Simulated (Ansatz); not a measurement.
**AlGaH (quartet): from Hartree-Fock to the top rungs at distance Al1–Ga2 = 5.126 Å, 6-31G**

How much of the correlation energy of AlGaH (quartet) does each wave-function method recover here?

The runs use Ansatz 0.2.0, Gaussian basis; 6-31G, core rule «outside noble gas», up to 19 orbitals frozen.

To be run: UHF; CCSD(T) on ROHF; CCSD(T) on UHF; BCCD(T) on ROHF; CISD; CCSDT(Q) on ROHF; CCSDT(Q) on UHF; CASSCF and MRCISD+Q, 5 electrons in 5 orbitals; CASSCF and NEVPT2, 5 electrons in 5 orbitals; CASSCF and MRCISD+Q, 7 electrons in 9 orbitals; CASSCF and NEVPT2, 7 electrons in 9 orbitals; Full CI.

17 further runs of the same task are left out: 13 that didn't finish, 4 set aside as unsound or not needed.

**1. What is computed**

The geometry derives from a PBE0/def2-TZVP stationary point (not a proven minimum). One bond is set to the value named and the two fragments are kept rigid. No spin-orbit coupling is included. The filled d shell of Ga may be among the frozen orbitals whatever the setting's name suggests; the logs give the count.

3 atoms, charge 0, spin multiplicity 4.

Atoms are counted from 1 here; the program's logs count them from 0.

Bond lengths: Al1–H3 1.582 Å.

**2. UHF**

File in.yaml:

```yaml
crystal:
  periodic: [false, false, false]
  atoms:
    - {symbol: Al, position_ang: [0.000000, 0.000000, 1.181367]}
    - {symbol: Ga, position_ang: [0.000000, 0.000000, -3.944633]}
    - {symbol: H, position_ang: [0.000000, 0.000000, 2.763267]}
basis:
  gaussian: {orbitals: 6-31G}
magnetization: {spin_polarized: true, initial_magnetization: 3}
hamiltonian: {xc: hf}
output: {orbitals: {seedname: orbitals}}
```

On the command line:

```sh
> ansatz run in.yaml --threads 1 --pin off --events-out ev --progress --plain --max-ram 2393MiB
```

The runs that follow: CCSD(T) on ROHF; CCSD(T) on UHF; BCCD(T) on ROHF; CISD; CCSDT(Q) on ROHF; CCSDT(Q) on UHF; CASSCF and MRCISD+Q, 5 electrons in 5 orbitals; CASSCF and NEVPT2, 5 electrons in 5 orbitals; CASSCF and MRCISD+Q, 7 electrons in 9 orbitals; CASSCF and NEVPT2, 7 electrons in 9 orbitals; Full CI.

**Question.** What will the summary of the whole plan be? Wanted: FCI below the RHF energy; RMP2 from FCI; UMP2 from FCI; RCCSD from FCI; RCCSD(T) from FCI; UCCSD(T) from FCI; RCCSDT(Q) from FCI; UCCSDT(Q) from FCI; NEVPT2 pair from FCI.

As calculated:

| quantity | value |
| --- | --- |
| FCI below the RHF energy | -1.6113 eV |
| RMP2 from FCI | +621.7 meV |
| UMP2 from FCI | +615.5 meV |
| RCCSD from FCI | +33.3 meV |
| RCCSD(T) from FCI | +21.1 meV |
| UCCSD(T) from FCI | +20.1 meV |
| RCCSDT(Q) from FCI | +2.4 meV |
| UCCSDT(Q) from FCI | +1.8 meV |
| NEVPT2 pair from FCI | +458.5 meV |
| MRCISD+Q pair from FCI | -6.8 meV |
| levels within 1 kcal/mol (43 meV) | RCCSD, UCCSD, RCCSD(T), UCCSD(T), BCCD(T), RCCSDT, UCCSDT, RCCSDT(Q), UCCSDT(Q), MRCISD+Q pair |
| T1 diagnostic | 0.021 |
| effectively unpaired electrons | 3.32 |

What this shows: RCCSD(T) misses by +21.1 meV, 1.3 % of the correlation energy. MRCISD+Q pair falls below full CI: the +Q correction isn't variational, and the cores differ from full CI's. The occupations show some static correlation. Of the multireference levels listed MRCISD+Q pair comes nearest in total energy (-6.8 meV), which doesn't show that its space is the better one. These misses are within one basis, not against nature; the frozen cores of restricted and unrestricted runs differ, which can shift their rows.
